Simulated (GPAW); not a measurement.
The system is Ba2Tl5V3O12.

```
CELL_PARAMETERS angstrom
4.23698 2.44622 6.12840
-4.23698 2.44622 6.12840
0.00000 -4.89244 6.12840
ATOMIC_POSITIONS crystal
Ba 0.50000 0.50000 0.50000
Ba 0.00000 0.00000 0.00000
V 0.50000 0.50000 0.00000
V 0.00000 0.50000 0.50000
V 0.50000 0.00000 0.50000
Tl 0.00000 0.00000 0.50000
Tl 0.50000 0.00000 0.00000
Tl 0.00000 0.50000 0.00000
Tl 0.74045 0.74045 0.74045
Tl 0.25955 0.25955 0.25955
O 0.71652 0.08089 0.41242
O 0.41242 0.71652 0.08089
O 0.08089 0.41242 0.71652
O 0.58758 0.91911 0.28348
O 0.91911 0.28348 0.58758
O 0.28348 0.58758 0.91911
O 0.28348 0.91911 0.58758
O 0.58758 0.28348 0.91911
O 0.91911 0.58758 0.28348
O 0.41242 0.08089 0.71652
O 0.08089 0.71652 0.41242
O 0.71652 0.41242 0.08089
```

The cell was built by a generator and needn't be a form met in nature.

Program: GPAW 26.7.0. Alike in all runs: task band structure; spin collinear, ferromagnetic start; cell as given; k mesh 3 × 3 × 3; cutoff (eV) 800; smearing fermi-dirac 0.05 eV.

**Question.** Order these runs on this cell by their pressure, lowest first.
A. level LDA; potentials or basis the program's PAW data sets (release 1.2.1) made for this functional, pw
B. level AM05; potentials or basis PAW data sets generated in the run's folder for this functional, pw
C. level BLYP; potentials or basis PAW data sets generated in the run's folder for this functional, pw; eigensolver davidson

**Answer.** A (-8.0 GPa), B (-3.1 GPa), C (3.3 GPa).
